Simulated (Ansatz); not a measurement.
# C2H6InO radical: a ladder of functionals and wavefunction methods

The task here is to estimate one member of a computed series from the others.

The runs use Ansatz 0.2.0, Gaussian basis; functionals in def2-TZVPP, the program's frozen cores in correlated methods.

Plan: LDA (SPW92), PBE-D4, revPBE-D4, BLYP-D4, r2SCAN-D4, B97M-V, PBE0-D4, B3LYP-D4, r2SCANh-D4, r2SCAN0-D4, HSE06-D4, BHLYP-D4, CAM-B3LYP-D4, LC-ωPBE, ωB97X-V, ωB97M-V, B2PLYP, PBE-QIDH; CCSD(T)/def2-SVP; CCSD(T)/def2-TZVPP; MP2/def2-QZVPP; extrapolation to the limit; RPA on PBE.

### Structure used throughout

The geometry comes from an earlier relaxation with PBE0-D4 in a triple-zeta def2 set; it is a stationary point, not always the lowest conformer. In takes the def2 core potential; no spin-orbit term is included.

10 atoms, charge 0, spin multiplicity 2.

Atoms are counted from 1 here; the program's logs count them from 0.

Bond lengths: C1–C2 1.514 Å, C1–H5 1.093 Å, C1–H6 1.097 Å, C1–H7 1.092 Å, C2–In3 2.244 Å, C2–H8 1.090 Å, C2–H9 1.093 Å, In3–O4 2.019 Å, O4–H10 0.959 Å. Angles: C2–C1–H5 112.0°, C2–C1–H6 110.7°, C2–C1–H7 112.0°, H5–C1–H6 107.0°, H5–C1–H7 107.2°, H6–C1–H7 107.6°, C1–C2–In3 109.7°, C1–C2–H8 113.8°, C1–C2–H9 113.1°, In3–C2–H8 107.5°, In3–C2–H9 103.4°, H8–C2–H9 108.7°, C2–In3–O4 106.7°, In3–O4–H10 116.0°.

The first run:

File in.yaml:

```yaml
crystal:
  periodic: [false, false, false]
  atoms:
    - {symbol: C, position_ang: [-1.129268, 0.452562, -0.018925]}
    - {symbol: C, position_ang: [-0.417073, -0.549121, 0.865814]}
    - {symbol: In, position_ang: [1.519170, -1.160860, -0.089369]}
    - {symbol: O, position_ang: [2.131038, 0.401650, -1.212916]}
    - {symbol: H, position_ang: [-1.452156, 0.007665, -0.963119]}
    - {symbol: H, position_ang: [-2.027706, 0.838696, 0.478215]}
    - {symbol: H, position_ang: [-0.494422, 1.306049, -0.264613]}
    - {symbol: H, position_ang: [-0.990741, -1.456422, 1.054426]}
    - {symbol: H, position_ang: [-0.103619, -0.127026, 1.823854]}
    - {symbol: H, position_ang: [2.964786, 0.286807, -1.673367]}
basis:
  gaussian: {orbitals: def2-TZVPP}
magnetization: {spin_polarized: true, initial_magnetization: 1}
hamiltonian: {xc: lda}
output: {orbitals: {seedname: orbitals}}
```

Steps of the session up to this table: LDA; PBE-D4 (GGA); revPBE-D4 (GGA); BLYP-D4 (GGA); r2SCAN-D4 (meta-GGA); B97M-V (meta-GGA); PBE0-D4 (hybrid); B3LYP-D4 (hybrid); r2SCANh-D4 (hybrid); r2SCAN0-D4 (hybrid); HSE06-D4 (hybrid); BHLYP-D4 (hybrid); CAM-B3LYP-D4 (range-separated); LC-ωPBE (range-separated); ωB97X-V (range-separated); ωB97M-V (range-separated); B2PLYP (double hybrid); PBE-QIDH (double hybrid).

One table of the session follows, with a row left open; its other results are not shown here.

It belongs to the step «Frontier levels by functional». 

```
  functional  HOMO (eV)  LUMO (eV)  gap (eV)
 LDA (SPW92)      -4.53      -3.86      0.67
      PBE-D4      -4.42      -3.53      0.89
   revPBE-D4      -4.37      -3.42      0.96
     BLYP-D4      -4.28      -3.53      0.75
   r2SCAN-D4      -4.76      -3.24      1.52
      B97M-V      -4.50      -3.67      0.83
     PBE0-D4      -5.46      -2.73      2.73
    B3LYP-D4      -5.26      -3.08      2.17
  r2SCANh-D4      -5.15      -2.95      2.20
  r2SCAN0-D4      -5.73      -2.52      3.21
    HSE06-D4      -5.07      -3.10      1.97
    BHLYP-D4      -6.36      -2.02      4.34
CAM-B3LYP-D4      -6.67      -1.93      4.74
     LC-ωPBE          ?          ?         ?
     ωB97X-V      -7.50      -0.99      6.51
     ωB97M-V      -7.45      -1.20      6.25
```

Estimate the missing values for LC-ωPBE.

The run gave: HOMO (eV): -7.94; LUMO (eV): -0.66; gap (eV): 7.27. In the column «HOMO (eV)» it is the lowest.
